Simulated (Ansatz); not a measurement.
# TlPt: further runs on the relaxed cell

One table from this session's results is given with a row withheld; the runs are named, their logs left out.

Program: Ansatz 0.2.0. Level of theory: DFT PBE, scalar-relativistic, plane waves, PAW. These are calculated values, not measurements.

1 further run of the same task is left out (set aside as unsound or not needed).

## The structure to begin with

The structure is hexagonal, space group P6/mmm (No. 191). Conventional cell: a = 6.577 Å, b = 6.577 Å, c = 3.990 Å, α = 90.00°, β = 90.00°, γ = 120.00°. Around Tl (site symmetry mmm) lie 4 Pt at 2.75 Å. Around Pt (site symmetry 6/mmm) lie 6 Tl at 3.29 Å. Pt (site symmetry -6m2) is surrounded by 6 Tl at 2.75 Å.

Coordinates:

```
CELL_PARAMETERS angstrom
6.57683 0.00000 0.00000
-3.28841 5.69570 0.00000
0.00000 0.00000 3.99040
ATOMIC_POSITIONS crystal
Tl 0.00000 0.50000 0.00000
Tl 0.50000 0.00000 0.00000
Tl 0.50000 0.50000 0.00000
Pt 0.00000 0.00000 0.00000
Pt 0.66667 0.33333 0.50000
Pt 0.33333 0.66667 0.50000
```

It goes back to an entry of the Materials Project.

It is the result of an earlier relaxation at this level (volume 24.91 Å³/atom; gap on the mesh: none (metal)).

The first run:

Input file input.yaml:

```yaml
crystal:
  lattice:
    - [6.5768253005, 0.0, 0.0]
    - [-3.2884126502, 5.6956977865, 0.0]
    - [0.0, 0.0, 3.9903951324]
  atoms:
    - { symbol: Tl, position: [0.0, 0.5, 0.0] }
    - { symbol: Tl, position: [0.5, 0.0, 0.0] }
    - { symbol: Tl, position: [0.5, 0.5, 0.0] }
    - { symbol: Pt, position: [0.0, 0.0, 0.0] }
    - { symbol: Pt, position: [0.6666666667, 0.3333333333, 0.5] }
    - { symbol: Pt, position: [0.3333333333, 0.6666666667, 0.5] }
basis:
  ecutwfc: 420
kpoints:
  mp_grid: { grid: [6, 6, 10] }
  band_path:
    path:
      - [[0.0, 0.0, 0.0], [0.5, 0.0, 0.0], [0.33333333, 0.33333333, 0.0], [0.0, 0.0, 0.0], [0.0, 0.0, 0.5], [0.5, 0.0, 0.5], [0.33333333, 0.33333333, 0.5], [0.0, 0.0, 0.5]]
      - [[0.5, 0.0, 0.5], [0.5, 0.0, 0.0]]
      - [[0.33333333, 0.33333333, 0.5], [0.33333333, 0.33333333, 0.0]]
    npoints: 14
hamiltonian:
  xc: pbe
scf:
  occupations: { method: gaussian, width: 0.1 }
  n_extra_bands: 15
output:
  forces: true
  stress: true
  eigenvalues: true
  populations: true
  dos: { projected: true, de: 0.02, nscf_kmesh: { grid: [9, 9, 15] } }
  bader: true
  write_density: true
  write_potential: true
  elf: true
  volumetric_format: npy
```

Run with:

```sh
$ ansatz run input.yaml --threads 2 --pin off --max-ram 5120MiB --backend cpu --events-out ev --progress --plain --runs-dir out
```

Among the steps run: Static run: bands, density of states and charges; The cell scaled to 0.97 of its volume; Point at V/V0 = 1.03; Point at V/V0 = 0.94; The cell scaled to 1.06 of its volume.

One of the session's tables, all rows but one given; the rest of the session is left out.

It belongs to the step «Fit of the equation of state». 

| volume (Å³/atom) | energy above the lowest point (meV/atom) | pressure (GPa) |
| --- | --- | --- |
| 23.418 | 13.8 | 3.46 |
| 24.166 | 2.9 | 1.43 |
| 24.913 | 0.0 | 0.00 |
| 25.661 | ? | ? |
| 26.408 | 9.4 | -2.01 |

**Question.** Estimate the row for volume (Å³/atom) = 25.661.

Worked estimate for «energy above the lowest point (meV/atom)». A straight line through the neighbours (24.913, 0.0) and (26.408, 9.4) gives 0.0 + (9.4 − 0.0) × (25.661 − 24.913) / (26.408 − 24.913) = 4.7; a parabola fitted to 3 rows on both sides gives 2.2.

The run gave: energy above the lowest point (meV/atom): 2.2; pressure (GPa): -0.94. In «energy above the lowest point (meV/atom)» the line misses by +2.5 and the parabola by 0.0.
